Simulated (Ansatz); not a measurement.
# C3H8GeO: the cost of one run

The runs use Ansatz 0.2.0, Gaussian basis; the settings change from run to run.

## (1) The geometry

The geometry comes from an earlier relaxation with PBE0-D4 in a triple-zeta def2 set; it is a stationary point, not always the lowest conformer.

SMILES `CC(C)[O][GeH]`, 13 atoms, charge 0, spin multiplicity 1.

Atoms are counted from 1 here; the program's logs count them from 0.

Bond lengths: C1–C2 1.515 Å, C1–H6 1.092 Å, C1–H7 1.093 Å, C1–H8 1.093 Å, C2–C3 1.515 Å, C2–O4 1.420 Å, C2–H9 1.102 Å, C3–H10 1.092 Å, C3–H11 1.093 Å, C3–H12 1.093 Å, O4–Ge5 1.782 Å, Ge5–H13 1.600 Å. Angles: C2–C1–H6 110.7°, C2–C1–H7 110.1°, C2–C1–H8 110.7°, H6–C1–H7 108.3°, H6–C1–H8 108.4°, H7–C1–H8 108.6°, C1–C2–C3 112.3°, C1–C2–O4 108.7°, C1–C2–H9 108.8°, C3–C2–O4 108.7°, C3–C2–H9 108.8°, O4–C2–H9 109.5°, C2–C3–H10 110.7°, C2–C3–H11 110.1°, C2–C3–H12 110.7°, H10–C3–H11 108.3°, H10–C3–H12 108.4°, H11–C3–H12 108.6° and more.

## (2) r2SCAN/cc-pVTZ

Options: a point charge of -1.00 e beside it, the search for lower states set to full.

Input file in.yaml:

```yaml
crystal:
  periodic: [false, false, false]
  atoms:
    - {symbol: C, position_ang: [-1.324825, -0.664117, -0.212538]}
    - {symbol: C, position_ang: [-0.068504, 0.002819, 0.308623]}
    - {symbol: C, position_ang: [1.116097, -0.941028, 0.334938]}
    - {symbol: O, position_ang: [0.244952, 1.102512, -0.533519]}
    - {symbol: Ge, position_ang: [0.300869, 2.760136, 0.119104]}
    - {symbol: H, position_ang: [-2.162756, 0.036095, -0.209383]}
    - {symbol: H, position_ang: [-1.169510, -1.007361, -1.238183]}
    - {symbol: H, position_ang: [-1.591431, -1.524237, 0.406236]}
    - {symbol: H, position_ang: [-0.257091, 0.364666, 1.332551]}
    - {symbol: H, position_ang: [2.001680, -0.437571, 0.728377]}
    - {symbol: H, position_ang: [1.340958, -1.288802, -0.676190]}
    - {symbol: H, position_ang: [0.905156, -1.809520, 0.963419]}
    - {symbol: H, position_ang: [0.684805, 3.371709, -1.308634]}
basis:
  gaussian: {orbitals: cc-pVTZ, point_charges: [{charge: -1.00, position_ang: [5.493, 0.279, 0.097]}]}
hamiltonian: {xc: {name: r2SCAN}}
scf: {lower_state_search: full}
output: {forces: true}
```

On the command line:

```bash
$ ansatz run in.yaml --threads 4 --pin off --events-out ev --progress --plain --max-ram 11315MiB
```

Q: Estimate wall time and peak memory on 4 threads of AMD EPYC 7R43, shared host.

About 8.5 s, with a peak of 0.53 GiB.
